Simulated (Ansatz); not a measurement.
Predict the output of the script below (Ansatz's Python interface).

`freq_ch5fsite.py`:
```python
import ansatz
import numpy as np

BASIS_SET = "def2-SVP"
XC = "r2SCAN"

geometry_ang = [
    ("F", (-0.3625, -0.1912, -2.0138)),
    ("C", (-0.2275, 0.4102, -0.7772)),
    ("Si", (0.7036, -0.7726, 0.2842)),
    ("Te", (-2.0549, 0.8223, 0.1155)),
    ("H", (0.345, 1.3541, -0.8949)),
    ("H", (0.9399, -0.162, 1.6253)),
    ("H", (2.0683, -1.0452, -0.3174)),
    ("H", (0.0234, -2.0137, 0.4271)),
    ("H", (-1.3468, 1.5519, 1.5342)),
]
mol = ansatz.Crystal.molecule()
for symbol, xyz in geometry_ang:
    mol = mol.atom(symbol, xyz)

calc = mol.calculation().basis(gaussian=BASIS_SET).functional(XC).scf(lower_state_search="standard")
symbols = [site.symbol for site in mol.cartesian_sites]
start = np.array([site.position_ang for site in mol.cartesian_sites], dtype=float)
data = calc.relax(force_tolerance=0.003).run(threads=1).report
end = np.array(data["positions_ang"])

print("final positions (A) and the move of each atom")
for symbol, xyz, old in zip(symbols, end, start):
    print(f"{symbol:2s} {xyz[0]:10.5f} {xyz[1]:10.5f} {xyz[2]:10.5f}   {np.linalg.norm(xyz - old):7.4f}")

minimum = ansatz.Crystal.molecule()
for symbol, xyz in zip(symbols, end):
    minimum = minimum.atom(symbol, xyz.tolist())
vibrating = (
    minimum.calculation()
    .basis(gaussian=BASIS_SET)
    .functional(XC)
    .scf(lower_state_search="standard")
    .phonons(temperatures=(200, 600, 100))
)
vib = vibrating.run(threads=1).report["vibrations"]
sums = vib["harmonic_sums"]
modes = [m["omega_inv_cm"] for m in sums["modes_at_gamma"] if m["rigid_motion"] == "no"]
for number, w in enumerate(modes, start=1):
    print(f"mode {number:2d} {w:9.1f} 1/cm {w / 8065.544 * 1000:8.2f} meV")
print("imaginary modes:", sum(w < 0 for w in modes), " zero-point energy:", round(sums["zero_point_energy_ev"], 4), "eV")
print("T (K)   F_vib (eV)   S_vib (meV/K)   C_vib (meV/K)")
for row in zip(sums["temperatures_k"], sums["vibrational_free_energy_ev"], vib["entropy_ev_per_k"], vib["heat_capacity_ev_per_k"]):
    print(f"{row[0]:6.1f} {row[1]:11.4f} {1000 * row[2]:13.4f} {1000 * row[3]:15.4f}")
```

```console
$ python freq_ch5fsite.py
final positions (A) and the move of each atom
F    -0.37124    0.19631   -1.80735    0.4392
C    -0.14312    0.43606   -0.46375    0.3256
Si    0.90215   -0.97883    0.26876    0.2867
Te   -2.02062    0.63685    0.65221    0.5689
H     0.35102    1.41767   -0.35791    0.5408
H     1.40866   -0.57219    1.61078    0.6231
H     2.04201   -1.25781   -0.65231    0.3976
H     0.04832   -2.19657    0.38874    0.1885
H    -2.12869    2.27229    0.34382    1.5960
mode  1     116.8 1/cm    14.48 meV
mode  2     165.1 1/cm    20.46 meV
mode  3     169.9 1/cm    21.07 meV
mode  4     245.2 1/cm    30.40 meV
mode  5     265.6 1/cm    32.93 meV
mode  6     439.1 1/cm    54.44 meV
mode  7     581.4 1/cm    72.09 meV
mode  8     625.4 1/cm    77.54 meV
mode  9     687.2 1/cm    85.20 meV
mode 10     798.2 1/cm    98.97 meV
mode 11     905.6 1/cm   112.28 meV
mode 12     929.5 1/cm   115.25 meV
mode 13     938.2 1/cm   116.32 meV
mode 14    1006.4 1/cm   124.78 meV
mode 15    1075.1 1/cm   133.29 meV
mode 16    1292.8 1/cm   160.28 meV
mode 17    2120.4 1/cm   262.90 meV
mode 18    2229.8 1/cm   276.46 meV
mode 19    2239.6 1/cm   277.68 meV
mode 20    2245.5 1/cm   278.40 meV
mode 21    3072.2 1/cm   380.90 meV
imaginary modes: 0  zero-point energy: 1.3731 eV
T (K)   F_vib (eV)   S_vib (meV/K)   C_vib (meV/K)
 200.0      1.3436        0.3811          0.4941
 300.0      1.2932        0.6242          0.7149
 400.0      1.2191        0.8557          0.8963
 500.0      1.1226        1.0716          1.0383
 600.0      1.0053        1.2713          1.1520
```

Notes:
- These settings explore the input space; basis and method may be short of convergence.
- The frequencies are harmonic and unscaled, in a modest basis. The result belongs to the one conformer reached from this start, and soft torsions count as harmonic oscillators.
- def2 sets replace the cores of elements past krypton by effective core potentials.
- Run time: 10 min on 1 thread of Arm Neoverse N1, on a shared host, peak memory 0.24 GiB.

(Lines on the test bed's own set-up are left out of the output.)
